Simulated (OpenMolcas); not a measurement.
# SiF3 (trifluorosilyl): UHF/ANO-R0 (DKH4)

Aim: a structure relaxation of SiF3 (trifluorosilyl). 

Program for the calculation: OpenMolcas 26.06.

5 further runs of the same task are left out: 2 that didn't finish, 3 set aside as unsound or not needed.

### Step 1. Starting point

SiF3 has 4 atoms, charge 0, and is taken as a doublet. As SMILES, `F[Si](F)F`. Geometry: relaxed at GFN2-xTB. The run starts from this shape.

Bond lengths: F1–Si2 1.590 Å, Si2–F3 1.590 Å, Si2–F4 1.590 Å. Angles: F1–Si2–F3 104.5°, F1–Si2–F4 104.3°, F3–Si2–F4 104.5°.

### Step 2. A structure relaxation at UHF/ANO-R0 (DKH4)

Input file job.inp:

```
* F3Si Hartree-Fock
&gateway
xbas
F.ANO-R0
Si.ANO-R0
End of Basis
zmat
F1
Si2 1 1.590252
F3 2 1.590274 1 104.5386
F4 2 1.590329 1 104.31056 3 -109.43929
End of ZMAT
finite
>>> EXPORT MOLCAS_MAXITER=60
>>> Do While
&seward
relativistic=R04O02
expert
&scf
uhf
spin=2
prorbitals=0
&slapaf
>>> EndDo
```

On the command line:

```console
$ export MOLCAS_MEM=1860
$ pymolcas job.inp > job.log
```

**Question.** What will come out? Wanted: total energy at the end; dipole moment; HOMO energy; LUMO energy; ⟨S²⟩.

**Answer.** As computed:

Level: UHF/ANO-R0 (DKH4).

| quantity | value |
| --- | --- |
| total energy at the end | -587.78924 Eh |
| dipole moment | 1.29 D |
| HOMO energy (highest over α and β) | -9.98 eV |
| LUMO energy (lowest over α and β) | 0.96 eV |
| ⟨S²⟩ | 0.799 |

In words: At the final geometry: Bond lengths: F1–Si2 1.727 Å, Si2–F3 1.727 Å, Si2–F4 1.727 Å. Angles: F1–Si2–F3 104.2°, F1–Si2–F4 104.3°, F3–Si2–F4 104.2°. The optimisation took 4 steps and changed the energy by -0.733 eV. Mulliken charges run from -0.30 on F1 to +0.91 on Si2; they depend strongly on the basis.
